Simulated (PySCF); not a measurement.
# C11H12Br2: the cost of one run

Programs: PySCF 2.14.0, with density-fitted response routines of our own. Each step states its level of theory. These are calculated values for one molecule in the gas phase, unless marked as measured. Atoms count from 0, in the outputs and in this text.

3 further runs of the same task are left out: 3 for a faulty analytic Hessian.

## Step 1: Starting geometry

25 atoms, charge 0, multiplicity 1; geometry from: GFN2-xTB.

Bonds of the start (Å): C0–C1 1.53, C1–C2 1.53, C1–C3 1.51, C3–C4 1.38, C4–C5 1.39, C5–C6 1.39, C6–C7 1.39, C7–C8 1.38, C8–C9 1.49, C9–Br10 1.99, C9–C11 1.53, C11–Br12 1.95, C11–C1 1.55, C8–C3 1.39, C0–H13 1.09, C0–H14 1.09, C0–H15 1.09, C2–H16 1.09, C2–H17 1.09, C2–H18 1.09, C4–H19 1.08, C5–H20 1.08, C6–H21 1.08, C7–H22 1.08, C9–H23 1.09, C11–H24 1.10.

## Step 2: Relaxing the molecule at PBE0-D3(BJ)/def2-SVP

Job settings and geometry (Å):

```
{"job": {"xc": "PBE0", "basis": "def2-SVP", "d3": "d3bj", "grid": 1, "kind": "geom"}, "charge": 0, "multiplicity": 1}
C     -1.087830     2.729560    -0.931940
C     -0.368970     1.591120    -0.210230
C     -0.593210     1.711730     1.299720
C      1.114760     1.551860    -0.496520
C      2.017770     2.596280    -0.485540
C      3.352560     2.330020    -0.753240
C      3.779740     1.039980    -1.024300
C      2.878590    -0.013140    -1.034780
C      1.548820     0.256980    -0.774650
C      0.409250    -0.703620    -0.708360
Br     0.499510    -1.736830     0.985020
C     -0.801630     0.224460    -0.791930
Br    -2.434600    -0.513830    -0.031840
H     -2.165190     2.617970    -0.823680
H     -0.800240     3.687310    -0.506670
H     -0.840700     2.735770    -1.992490
H     -1.656540     1.730160     1.528780
H     -0.135710     0.885190     1.837520
H     -0.146220     2.636280     1.658250
H      1.694060     3.603430    -0.271890
H      4.067760     3.138910    -0.745780
H      4.823140     0.850960    -1.225990
H      3.207480    -1.021400    -1.237570
H      0.413230    -1.470280    -1.483670
H     -1.028150     0.360230    -1.855010
```

**Question.** How long does this first job take on 8 threads of Arm Neoverse V2, shared host?

About 5.7 min.
